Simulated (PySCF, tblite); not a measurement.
# C₆H₁₃BGeO: geometry, infrared bands and NMR shifts

Aim: predict the infrared bands and NMR shifts of C₆H₁₃BGeO (`[BH3-][O+]1C[C@@H]2C=[CH][GeH2][C@H]1C2`).

The runs use tblite 0.8.0 and PySCF 2.14.0, with density-fitted response routines of our own; the level of theory stands in each step. All values are computed, except where a source is named. Atoms count from 0, in the outputs and in this text.

### Step 1. The starting structure

22 atoms, charge 0, multiplicity 1; geometry from: force field or distance geometry start.

Bonds of the start (Å): B0–O1 1.49, O1–C2 1.45, C2–C3 1.52, C3–C4 1.53, C4–C5 1.35, C5–Ge6 1.93, Ge6–C7 1.95, C7–C8 1.53, C7–O1 1.42, C8–C3 1.50, B0–H9 1.19, B0–H10 1.20, B0–H11 1.20, C2–H12 1.13, C2–H13 1.11, C3–H14 1.12, C4–H15 1.09, C5–H16 1.09, Ge6–H17 1.55, Ge6–H18 1.55, C7–H19 1.12, C8–H20 1.11, C8–H21 1.11.

### Step 2. Optimising the geometry with GFN2-xTB

What the job is given:

```
{"job": {"kind": "relax", "xc": "GFN2-xTB", "basis": "xTB"}, "charge": 0, "multiplicity": 1}
B     -2.398400     0.889600    -0.187600
O     -0.935200     0.803100     0.073900
C     -0.649400    -0.009400     1.243500
C      0.298400    -1.122900     0.827300
C      1.752200    -0.735300     1.084700
C      2.383400     0.204200     0.346700
Ge     1.500300     1.042400    -1.147600
C     -0.243500     0.190200    -1.006000
C      0.003000    -1.269600    -0.635300
H     -2.608600     1.612600    -1.111900
H     -2.880300    -0.183700    -0.419200
H     -2.967600     1.364600     0.757200
H     -1.566800    -0.472800     1.716000
H     -0.202200     0.635000     2.025700
H      0.067600    -2.063400     1.383900
H      2.293800    -1.228700     1.887700
H      3.421900     0.461400     0.569400
H      2.195700     0.640000    -2.470400
H      1.389300     2.576600    -0.950400
H     -0.751200     0.274800    -1.995300
H     -0.935300    -1.852100    -0.780800
H      0.822600    -1.737400    -1.212100
```

Run with:

```bash
$ OMP_NUM_THREADS=1 python probes_run.py task.json out
```

The driver reads the jobs from task.json and runs them one after another.

**Question.** This job is followed by: GFN2-xTB harmonic vibrations, gas phase; GIAO PBE0/pcSseg-1 NMR shielding, non-relativistic, gas phase. Predict these results of the whole session: strongest single infrared mode (GFN2-xTB); zero-point energy (GFN2-xTB); ¹³C shifts against TMS (PBE0/pcSseg-1); ¹H shifts against TMS (PBE0/pcSseg-1, means over atoms taken as alike); ¹¹B shifts against BF3·OEt2 (PBE0/pcSseg-1); ¹⁷O shifts against H2O (PBE0/pcSseg-1); ⁷³Ge shifts against GeMe4 (PBE0/pcSseg-1).

As calculated:

| quantity | value |
| --- | --- |
| strongest single infrared mode (GFN2-xTB) | 1907 cm⁻¹, 387 km/mol |
| zero-point energy (GFN2-xTB) | 108.0 kcal/mol |
| ¹³C shifts against TMS (PBE0/pcSseg-1) | 159.9, 131.3, 84.2, 84.1, 44.8, 36.9 ppm |
| ¹H shifts against TMS (PBE0/pcSseg-1, means over atoms taken as alike) | 7.48, 6.36, 4.85, 4.62, 4.29, 4.09, 3.92, 3.03, 2.87, 2.69, 2.02 ppm |
| ¹¹B shifts against BF3·OEt2 (PBE0/pcSseg-1) | -3.1 ppm |
| ¹⁷O shifts against H2O (PBE0/pcSseg-1) | 41.9 ppm |
| ⁷³Ge shifts against GeMe4 (PBE0/pcSseg-1) | -157 ppm |

**Reading.** The optimisation took 104 steps and gained 0.530 eV; among the close pairs (by a distance rule), B0–O1 changed most, from 1.489 to 1.629 Å. All 60 modes are real, so the xTB geometry is a minimum. The strongest single mode, at 1907 cm⁻¹, moves mainly H17. GFN2-xTB is a fitted tight-binding method: band positions and strengths are rough. Its intensities can rank the bands wrongly. At PBE0/pcSseg-1: The largest span, 248 ppm, is at C4, where the paramagnetic term is -226 ppm. Spin-orbit coupling is left out, which matters for shieldings and couplings at and beside the heavy atoms.
